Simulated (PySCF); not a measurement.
# Mo: dipole response in aug-cc-pVTZ-DK

How polarisable is Mo at the levels listed below?

Method: unrestricted determinants in a Gaussian basis, no spin-orbit coupling in the energies. Code: PySCF 2.14.0.

## 1. Starting point

* Element: molybdenum (Z = 42)
* Basis: aug-cc-pVTZ-DK (9s8p6d3f2g, 102 functions)
* Hamiltonian: scalar relativity by spin-free X2C-1e
* State 1: Mo: [Kr] 4d5 5s1, high-spin 7S determinant
* Methods: UHF, PBE

Outer shells as boxes (Hund's rule):

Mo [Kr] 4d5 5s1
```
[Kr] core
4d [↑ ][↑ ][↑ ][↑ ][↑ ]
5s [↑ ]
```

The runs were made by one driver on top of PySCF. The scripts below sum up each run's settings (the driver also hands on starting orbitals that pick excited configurations, and frozen orbitals as a list rather than a count), and the logs come from the driver's own runs. The driver starts from symmetry-adapted Hartree-Fock orbitals, holds the occupation by maximum overlap and uses a logarithmic radial grid for functionals, so a plain start would take other cycles.

The integrals over 102 functions and the set-up took 5.2 s of CPU time.

## 2. Mo

Level: UHF.

input.py

```python
from pyscf import gto, scf, dft, mp, cc
import basis_set_exchange as bse
mol = gto.M(atom="Mo 0 0 0", charge=0, spin=6, symmetry="D2h",
            basis=gto.basis.parse(bse.get_basis("aug-cc-pVTZ-DK", elements=["Mo"], fmt="nwchem")),
            nucmod="G")
mf = scf.UHF(mol).sfx2c1e()
mf.irrep_nelec = {'Ag': (9, 6), 'B1g': (2, 1), 'B2g': (2, 1), 'B3g': (2, 1), 'B1u': (3, 3), 'B2u': (3, 3), 'B3u': (3, 3)}
mf.kernel()
```

What it wrote:

```text
damping factor = 0
level_shift factor = 0
DIIS = <class 'pyscf.scf.diis.CDIIS'>
diis_start_cycle = 1
diis_space = 10
diis_damp = 0
SCF conv_tol = 1e-09
SCF conv_tol_grad = None
number electrons alpha = 24  beta = 18
cycle= 1 E= -4046.08023121061  delta_E= -4.06e-10  |g|= 8.14e-06  |ddm|= 8.97e-05
converged SCF energy = -4046.08023121061  <S^2> = 12.003819  2S+1 = 7.001091
```

CPU time 12 s on a shared host, the integrals not counted.

The occupied shells:

```
shell  electrons  mean orbital energy (eV)  spread (eV)  rms radius (bohr)
 1s β          1                  -20104.6            0             0.0404
 1s α          1                  -20104.6            0             0.0404
 2s α          1                   -2915.0            0              0.166
 2s β          1                   -2914.2            0              0.166
 2p α          3                   -2600.4            0              0.148
 2p β          3                   -2599.6            0              0.148
 3s α          1                   -528.42            0              0.456
 3s β          1                   -527.92            0              0.456
 3p α          3                   -422.27            0              0.462
 3p β          3                   -421.73            0              0.462
 3d α          5                   -249.63            0              0.453
 3d β          5                   -248.35            0              0.453
 4s α          1                   -81.878            0               1.19
 4s β          1                   -75.887            0               1.19
 4p α          3                   -51.681            0               1.34
 4p β          3                   -43.671            0               1.34
 4d α          5                    -9.357            0               2.11
 5s α          1                    -6.487            0               3.94
```

⟨S²⟩ = 12.004, ⟨L²⟩ = 0.00.

The driver then solved the coupled dipole response at imaginary frequencies: mean α = 107.7 bohr³, C₆ = 1192 au for a like pair.

Level: PBE.

input.py, as changed from the run before:

```diff
@@ -5,3 +5,3 @@
             nucmod="G")
-mf = scf.UHF(mol).sfx2c1e()
+mf = dft.UKS(mol, xc="PBE").sfx2c1e()
 mf.irrep_nelec = {'Ag': (9, 6), 'B1g': (2, 1), 'B2g': (2, 1), 'B3g': (2, 1), 'B1u': (3, 3), 'B2u': (3, 3), 'B3u': (3, 3)}
```

What it wrote:

```text
damping factor = 0
level_shift factor = 0
DIIS = <class 'pyscf.scf.diis.CDIIS'>
diis_start_cycle = 1
diis_space = 10
diis_damp = 0
SCF conv_tol = 1e-09
SCF conv_tol_grad = None
number electrons alpha = 24  beta = 18
XC functionals = PBE
    J. P. Perdew, K. Burke, and M. Ernzerhof.,  Phys. Rev. Lett. 77, 3865 (1996)
    J. P. Perdew, K. Burke, and M. Ernzerhof.,  Phys. Rev. Lett. 78, 1396 (1997)
    J. P. Perdew, K. Burke, and M. Ernzerhof.,  Phys. Rev. Lett. 77, 3865 (1996)
    J. P. Perdew, K. Burke, and M. Ernzerhof.,  Phys. Rev. Lett. 78, 1396 (1997)
cycle= 1 E= -4047.8724297528  delta_E= -0.0132  |g|= 0.0566  |ddm|= 0.766
cycle= 2 E= -4047.87203653097  delta_E= 0.000393  |g|= 0.0554  |ddm|= 0.122
cycle= 3 E= -4047.87288457988  delta_E= -0.000848  |g|= 0.0134  |ddm|= 0.0821
cycle= 4 E= -4047.87295423399  delta_E= -6.97e-05  |g|= 0.000534  |ddm|= 0.0158
cycle= 5 E= -4047.87295439677  delta_E= -1.63e-07  |g|= 0.000132  |ddm|= 0.000905
cycle= 6 E= -4047.87295440655  delta_E= -9.78e-09  |g|= 5.54e-07  |ddm|= 0.000171
cycle= 7 E= -4047.87295440655  delta_E= -2.73e-12  |g|= 1.71e-08  |ddm|= 2.78e-06
converged SCF energy = -4047.87295440655  <S^2> = 12.000604  2S+1 = 7.0001726
```

It used 16 s of CPU time after the integrals (shared host).

The driver then solved the coupled dipole response at imaginary frequencies: mean α = 73.56 bohr³, C₆ = 765.8 au for a like pair.

Radial density 4πr²ρ of Mo at UHF, without picture-change correction:

| r (bohr) | density | spin density |
| --- | --- | --- |
| 0.000479 | 0.355 | 0.000 |
| 0.000805 | 0.849 | 0.000 |
| 0.00135 | 2.00 | 0.000 |
| 0.00228 | 4.59 | 0.000 |
| 0.00383 | 10.0 | 0.000 |
| 0.00645 | 20.3 | 0.001 |
| 0.0108 | 35.9 | 0.001 |
| 0.0182 | 50.7 | 0.001 |
| 0.0307 | 51.3 | -0.003 |
| 0.0516 | 44.7 | -0.008 |
| 0.0868 | 60.8 | 0.030 |
| 0.146 | 56.8 | 0.242 |
| 0.246 | 42.1 | 0.542 |
| 0.413 | 45.2 | 0.193 |
| 0.695 | 13.2 | 0.371 |
| 1.17 | 11.0 | 2.568 |
| 1.97 | 3.76 | 2.372 |
| 3.31 | 0.841 | 0.821 |
| 5.56 | 0.115 | 0.115 |
| 9.35 | 0.00255 | 0.003 |

## 3. Polarisabilities and C₆

Mo, in atomic units:

```
method  mean α  C₆ (like pair)  S(−4)
   UHF   107.7            1192   8010
   PBE   73.56           765.8   3068
```

Reference α: 87 ± 6 bohr³ (recommended; Schwerdtfeger and Nagle, table of static dipole polarizabilities (2023 update)). Published C₆: 1030 (Gould and Bucko (2016)).

α(iu) at PBE:

```csv
u (hartree),α(iu) (bohr³)
0,73.56
0.0500,66.77
0.100,53.25
0.200,32.59
0.300,22.24
0.500,13.04
0.750,8.197
1.00,5.758
1.50,3.365
2.00,2.220
3.00,1.171
5.00,0.4854
```

## 4. Summary of results

| quantity | value |
| --- | --- |
| α of Mo | 73.56 (PBE) to 107.7 (UHF) bohr³; reference 87.00 |

In words: For Mo PBE is nearest the reference (-15 %). The basis is finite, and no extrapolation was made.
